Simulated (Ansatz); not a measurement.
# CuH4NO: small, medium and large basis sets

How large a basis does CuH4NO need? Two functionals are run in growing sets.

Method: one geometry, several basis sets; program: Ansatz 0.2.0, Gaussian basis.

Levels to be run: PBE0-D4/def2-SVP; ωB97M-V/def2-SVP; PBE0-D4/def2-QZVPP; ωB97M-V/def2-QZVPP; the functionals' def2-TZVPP values are taken from earlier runs.

### Step 1. The relaxed structure

An earlier PBE0-D4 in a triple-zeta def2 set relaxation fixed the geometry.

SMILES `[NH3+][Cu-][OH]`, 7 atoms, charge 0, spin multiplicity 1.

Atoms are counted from 1 here; the program's logs count them from 0.

Bond lengths: N1–Cu2 1.923 Å, N1–H4 1.015 Å, N1–H5 1.016 Å, N1–H6 1.015 Å, Cu2–O3 1.781 Å, O3–H7 0.959 Å. Angles: Cu2–N1–H4 111.5°, Cu2–N1–H5 110.9°, Cu2–N1–H6 111.6°, H4–N1–H5 107.5°, H4–N1–H6 107.6°, H5–N1–H6 107.5°, N1–Cu2–O3 175.8°, Cu2–O3–H7 111.4°.

As a file:

```mol
CuH4NO
  3D, bonds by distance, orders not assigned

  7  6  0  0  0  0  0  0  0  0999 V2000
   -1.0476    0.6233   -0.2007 N   0  0
    0.6436   -0.2612    0.0323 Cu  0  0
    2.2626   -0.9918    0.1660 O   0  0
   -1.7961   -0.0424   -0.3650 H   0  0
   -1.0206    1.2539   -0.9962 H   0  0
   -1.2983    1.1723    0.6155 H   0  0
    2.2563   -1.7541    0.7481 H   0  0
  1  2  8  0
  2  3  8  0
  1  4  8  0
  1  5  8  0
  1  6  8  0
  3  7  8  0
M  END
```

### Step 2. PBE0-D4 in def2-SVP

Contents of in.yaml:

```yaml
crystal:
  periodic: [false, false, false]
  atoms:
    - {symbol: N, position_ang: [-1.047579, 0.623265, -0.200689]}
    - {symbol: Cu, position_ang: [0.643645, -0.261160, 0.032270]}
    - {symbol: O, position_ang: [2.262573, -0.991833, 0.166044]}
    - {symbol: H, position_ang: [-1.796063, -0.042421, -0.364973]}
    - {symbol: H, position_ang: [-1.020579, 1.253924, -0.996215]}
    - {symbol: H, position_ang: [-1.298276, 1.172335, 0.615485]}
    - {symbol: H, position_ang: [2.256290, -1.754100, 0.748077]}
basis:
  gaussian: {orbitals: def2-SVP}
hamiltonian: {xc: pbe0, dispersion: d4}
output: {orbitals: {seedname: orbitals}}
```

The run is started by

```
$ ansatz run in.yaml --threads 4 --pin off --events-out ev --progress --plain --max-ram 10444MiB
```

The runs that follow: ωB97M-V in def2-SVP; PBE0-D4 in def2-QZVPP; ωB97M-V in def2-QZVPP.

Q: Predict the results of all the runs planned. Wanted: PBE0-D4: double and triple zeta above quadruple; ωB97M-V: double and triple zeta above quadruple.

**Answer**, as computed:

```
                                       quantity           value
PBE0-D4: double and triple zeta above quadruple  12.81, 1.40 eV
ωB97M-V: double and triple zeta above quadruple  12.92, 1.36 eV
```

**Reading.** PBE0-D4 gains 11.41 eV from double to triple zeta, then 1.40 eV more. These are total energies; as a rule much of such shifts cancels in differences, which this series doesn't test. The LUMO of ωB97M-V is positive and keeps falling with the basis (1.06 to 0.08 eV): an unbound level that the basis holds in place.
